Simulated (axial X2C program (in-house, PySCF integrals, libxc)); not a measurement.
# TiAl: from the state search to constants

Aim: find the lowest determinant of TiAl, scan the bond at several levels and fit the constants, once spin-free and once with spin–orbit coupling.

The runs use an in-house X2C program for linear molecules on PySCF integrals; all-electron X2C, Ti dyall-cv3z, Al dyall-v3z.

All values are calculated.

## 1. Set-up

File task.json:

```json
{"zs": [22, 13], "q": 0, "bas": ["dyall-cv3z", "dyall-v3z"], "levels": ["PBE0", "HF", "BHandHLYP"], "cc": true, "r0": 2.62, "thr": -2.0, "nmax": 90, "npts": 10, "nst": 2, "ntry": 6}
```

Keys: zs atomic numbers; q charge; bas basis sets; levels methods (HF also brings MP2); cc coupled cluster on or off; r0 starting distance in Å; thr threshold in hartree for freezing inner shells (an s shell follows its p shell); nmax most natural virtual spinors; npts points asked for on the curve; nst determinants followed; ntry starts of the search.

Run with:

```bash
> python so2c.py task.json out
```

Spin-free means the one-electron spin-free X2C Hamiltonian; two-component (2c) means X2C with spin–orbit coupling and atomic mean-field two-electron Coulomb and Gaunt terms. Basis: Ti dyall-cv3z contracted to [10s10p6d4f2g], Al dyall-v3z contracted to [8s8p2d1f]; Gaussian nuclei, density fitting. Masses: Ti 47.948 u, Al 26.982 u.

Notation: σ, π±, δ± give the projection m of an orbital's angular momentum (0, ±1, ±2), α and β its spin, Λ and M_S the sums; ω is the projection of a spinor's total angular momentum and Ω the sum. Logs are in hartree.

The results follow Hamiltonian by Hamiltonian and level by level.

## 2. Search for the lowest determinant

PBE0 moves the distance from 2.620 Å to 2.494 Å and compares determinants there.

Spin-free determinants:

```tsv
ΔE (eV)	state	open shells
0.00	M_S = 5/2, Λ = 2	beyond closed shells: 2 × σα, π+α, π-α, δ+α
0.22	M_S = 3/2, Λ = 2	beyond closed shells: π+α, π-α, δ+α
0.34	M_S = 3/2, Λ = 0	beyond closed shells: σα, π+α, π-α
0.48	M_S = 3/2, Λ = 3	beyond closed shells: σα, π+α, δ+α
0.56	M_S = 3/2, Λ = 1	beyond closed shells: σα, π-α, δ+α
0.71	M_S = 5/2, Λ = 0	beyond closed shells: σα, π+α, π-α, δ+α, δ-α
1.03	M_S = 5/2, Λ = 4	beyond closed shells: 2 × σα, 2 × π+α, δ+α
```

Two-component determinants:

| ΔE (eV) | state | open shells |
| --- | --- | --- |
| 0.00 | Ω = 1/2 | excess of +ω over −ω: ω = 1/2 |
| 0.02 | Ω = 9/2 | excess of +ω over −ω: ω = 1/2, ω = 3/2, ω = 5/2 |
| 0.24 | Ω = 7/2 | excess of +ω over −ω: ω = -1/2, ω = 3/2, ω = 5/2 |
| 0.35 | Ω = 3/2 | excess of +ω over −ω: ω = 3/2 |
| 0.58 | Ω = 5/2 | excess of +ω over −ω: ω = 5/2 |
| 0.68 | Ω = 1/2 | excess of +ω over −ω: 2 × ω = -1/2, ω = 3/2 |
| 0.73 | Ω = 5/2 | excess of +ω over −ω: ω = -1/2, 2 × ω = 3/2 |

## 3. PBE0, spin-free

State followed: M_S = 5/2, Λ = 2 (beyond closed shells: 2 × σα, π+α, π-α, δ+α). The scan is laid around 2.494 Å, a first estimate of the minimum, and this SCF restarts from the orbitals of the search.

Output at 2.494 Å:

```text
spin-free X2C-1e  PBE0
basis functions 165  fitting functions 961  grid points 5081
iter        total energy     max residual
   1      -1096.275417394     8.14e-05
   2      -1096.275417540     1.24e-04
   3      -1096.275417633     1.14e-04
   4      -1096.275417813     2.84e-05
   5      -1096.275417842     1.14e-05
   6      -1096.275417848     6.10e-06
converged
one-electron -1629.69176771  Coulomb 533.55093236  exact exchange -14.89154513  xc functional -45.92655072  nuclear repulsion 60.68351336
```

Along the bond, energies from the lowest point:

```
R (Å)  E (eV)  μ (D)  HOMO (eV)  LUMO (eV)  iterations
2.269  0.2162  -2.64      -4.77      -1.91          27
2.344  0.0864  -2.77      -4.63      -1.95          30
2.419  0.0187  -2.87      -4.51      -1.99          27
2.494  0.0000  -2.96      -4.39      -2.02           6
2.581  0.0257  -3.04      -4.27      -2.05          29
2.669  0.0894  -3.11      -4.15      -2.08          27
2.781  0.2084  -3.17      -4.00      -2.10          32
```

Dipoles are positive if Al is the positive end.

Outer orbitals at the reference distance:

```json
{"symmetry": "σα", "occupied": "yes", "ε (eV)": "-9.35", "atomic character": "57% Al s, 17% Ti s, 12% Ti p"}
{"symmetry": "σβ", "occupied": "yes", "ε (eV)": "-7.57", "atomic character": "63% Al s, 14% Ti s, 13% Ti p"}
{"symmetry": "σα", "occupied": "yes", "ε (eV)": "-5.03", "atomic character": "43% Al p, 30% Ti d, 11% Ti s"}
{"symmetry": "δ+α", "occupied": "yes", "ε (eV)": "-4.88", "atomic character": "99% Ti d"}
{"symmetry": "σα", "occupied": "yes", "ε (eV)": "-4.84", "atomic character": "50% Ti d, 37% Ti s, 8% Al p"}
{"symmetry": "π+α", "occupied": "yes", "ε (eV)": "-4.52", "atomic character": "55% Ti d, 32% Al p, 9% Ti p"}
{"symmetry": "π-α", "occupied": "yes", "ε (eV)": "-4.39", "atomic character": "49% Ti d, 37% Al p, 10% Ti p"}
{"symmetry": "σβ", "occupied": "no", "ε (eV)": "-2.02", "atomic character": "44% Al p, 41% Ti s, 11% Ti p"}
{"symmetry": "σα", "occupied": "no", "ε (eV)": "-1.71", "atomic character": "47% Ti p, 27% Al p, 14% Ti s"}
{"symmetry": "π+α", "occupied": "no", "ε (eV)": "-1.62", "atomic character": "41% Ti p, 37% Ti d, 20% Al p"}
{"symmetry": "π-α", "occupied": "no", "ε (eV)": "-1.48", "atomic character": "42% Ti d, 40% Ti p, 16% Al p"}
```

PBE0 fields in the half plane through the axis: z from -2.4 to 4.8 Å across, distance from the axis 0.15 to 2.25 Å upwards; Ti lies at z = 0 and Al at z = 2.494 Å; the ELF is damped to zero where the density is low.

log10 density (e/bohr³). Ten even steps from ' ' (-4.04 ) to '@' (1.40 ):
```
      ........::::::::::::::::::::::::......      
    ......::::::::::::::::::::::::::::::::......  
  ......::::::--------------------------::::....  
  ....::::--------------------====--------::::....
....::::----============================----::::..
....::::--==++++**++++==========++========----::..
..::::----==**######**++======++****++====----::::
..::::--==++**##@@##**++++==++##@@%%**====----::::
```

ELF. Ten even steps from '0' (0.01 ) to '9' (0.96 ):
```
0001123444444555444431000
0011233444556666666664310
0112222334467777888887531
0121111222357888889998862
1221101232236887568999975
2331112575225751002899986
3432236888524611760399997
4443368282844508684189998
```

Re = 2.490 Å, ωe = 329 cm⁻¹, ωexe = 1.4 cm⁻¹, Be = 0.1575 cm⁻¹, De = 1.44 eV, μ = -2.96 D.

## 4. HF, spin-free

Output at 2.494 Å:

```text
spin-free X2C-1e  HF
basis functions 165  fitting functions 961  grid points 5081
iter        total energy     max residual
   1      -1095.023502533     1.92e-01
   2      -1095.047534310     2.41e-02
   3      -1095.057399313     8.21e-02
   4      -1095.063860466     4.09e-02
   5      -1095.068186869     1.57e-02
   6      -1095.069293091     1.73e-02
   7      -1095.070683616     3.18e-03
   8      -1095.071241320     5.08e-03
   9      -1095.071687642     5.07e-03
  10      -1095.071834460     1.83e-03
  11      -1095.071887085     6.12e-04
  12      -1095.071903336     8.19e-04
  13      -1095.071909788     3.57e-04
  14      -1095.071911672     1.36e-04
  15      -1095.071912462     1.33e-04
  16      -1095.071912842     8.54e-05
  17      -1095.071913046     5.23e-05
  18      -1095.071913174     3.95e-05
  19      -1095.071913280     4.49e-05
  20      -1095.071913368     4.24e-05
  21      -1095.071913419     2.74e-05
  22      -1095.071913436     9.24e-06
  23      -1095.071913440     4.57e-06
  24      -1095.071913441     3.15e-06
  25      -1095.071913441     1.15e-06
converged
one-electron -1627.32933897  Coulomb 531.20031787  exact exchange -59.62640570  xc functional 0.00000000  nuclear repulsion 60.68351336
```

No constants are quoted: too few points lie around the minimum for a second fit to confirm the first.

## 5. BHandHLYP, spin-free

The SCF at the reference distance of 2.494 Å:

```text
spin-free X2C-1e  BHandHLYP
basis functions 165  fitting functions 961  grid points 5081
iter        total energy     max residual
   1      -1096.541264648     6.08e-02
   2      -1096.543654471     6.52e-03
   3      -1096.543986332     3.32e-02
   4      -1096.545115658     1.58e-02
   5      -1096.545561391     2.18e-03
   6      -1096.545763550     4.11e-03
   7      -1096.545799181     2.32e-03
   8      -1096.545818191     4.94e-04
   9      -1096.545831074     1.71e-03
  10      -1096.545849085     1.75e-03
  11      -1096.545861910     8.11e-04
  12      -1096.545867430     2.17e-04
  13      -1096.545868529     1.92e-04
  14      -1096.545868682     7.13e-05
  15      -1096.545868708     1.08e-05
  16      -1096.545868714     1.80e-05
converged
one-electron -1629.49333355  Coulomb 533.37255279  exact exchange -29.80420019  xc functional -31.30440113  nuclear repulsion 60.68351336
```

Re = 2.506 Å, ωe = 288.5 cm⁻¹, ωexe = 5.9 cm⁻¹, Be = 0.1555 cm⁻¹, De = 0.274 eV, μ = -3.10 D.

## 6. Correlated methods, spin-free

Correlated methods: 15 electrons correlated (frozen shells, counted by type: Ti 2 s, 1 p; Al 2 s, 1 p), 253 virtual spinors in MP2, 90 natural virtuals in coupled cluster.

Output of the correlated part at 2.494 Å:

```text
correlated 15  virtual 253  natural virtual 90  E(MP2) -0.410514095  MP2 remainder -0.029736155
iter   CCSD correlation   residual
   1     -0.399148328   1.52e-01
   2     -0.409783622   7.36e-02
   3     -0.413317285   5.18e-02
   4     -0.415333514   3.74e-02
   5     -0.417615951   2.33e-02
   6     -0.418228462   1.09e-02
   7     -0.418407696   5.32e-03
   8     -0.418497880   3.17e-03
   9     -0.418481134   2.00e-03
  10     -0.418531796   1.17e-03
  11     -0.418527596   5.87e-04
  12     -0.418542611   3.42e-04
  13     -0.418540401   1.86e-04
  14     -0.418541243   1.01e-04
  15     -0.418539983   5.46e-05
  16     -0.418539493   2.98e-05
  17     -0.418539337   1.87e-05
  18     -0.418539301   1.29e-05
  19     -0.418539228   8.21e-06
  20     -0.418539264   4.34e-06
  21     -0.418539194   2.65e-06
  22     -0.418539198   1.64e-06
(T) -0.017701942  T1 0.0974  D1 0.2860  max T2 0.083
```

T1 in the output is the amplitude norm over the root of the electron number; divide by √2 for the Lee–Taylor value.

MP2: Re = 2.439 Å, ωe = 345 cm⁻¹, Be = 0.1642 cm⁻¹, De = 0.611 eV.

CCSD: Re = 2.469 Å, ωe = 346 cm⁻¹, ωexe = 1.74 cm⁻¹, Be = 0.1602 cm⁻¹, De = 0.561 eV. T1 at Re = 0.069 (Lee–Taylor, the printed value over √2).

CCSD(T): Re = 2.460 Å, ωe = 358 cm⁻¹, ωexe = 1.71 cm⁻¹, Be = 0.1613 cm⁻¹, De = 0.700 eV. T1 at Re = 0.069 (Lee–Taylor, the printed value over √2).

## 7. A higher determinant, spin-free

State: M_S = 3/2, Λ = 2 (beyond closed shells: π+α, π-α, δ+α).

Output at the reference distance:

```text
spin-free X2C-1e  PBE0
basis functions 165  fitting functions 961  grid points 5081
iter        total energy     max residual
   1      -1096.267505935     5.40e-05
   2      -1096.267505967     4.70e-05
   3      -1096.267505974     3.53e-05
   4      -1096.267505998     9.64e-06
   5      -1096.267506001     9.07e-06
converged
one-electron -1629.17884268  Coulomb 532.99783241  exact exchange -14.87819899  xc functional -45.89181010  nuclear repulsion 60.68351336
```

```
R (Å)  E above the lowest PBE0 point (eV)
2.269                               0.767
2.344                               0.527
2.419                               0.356
2.494                               0.215
2.581                               0.132
2.669                               0.095
2.781                               0.097
```

No constants are quoted: the solution changes its character somewhere along the scan, so the fit is set aside.

## 8. The spin-free curves together

Energy (eV) of the followed determinant, spin-free, from each level's lowest point:

```
R (Å)   PBE0     HF    MP2   CCSD  CCSD(T)  BHandHLYP
2.269  0.216  0.480  0.137  0.192    0.183      0.220
2.344  0.086  0.281  0.037  0.067    0.059      0.092
2.419  0.019  0.143  0.000  0.008    0.003      0.023
2.494  0.000  0.057  0.009  0.000    0.000      0.000
2.581  0.026  0.007  0.062  0.039    0.047      0.013
2.669  0.089  0.000  0.146  0.115    0.132      0.049
2.781  0.208  0.038  0.285  0.248    0.278      0.107
```

(Part 1 of 2 ends here.)
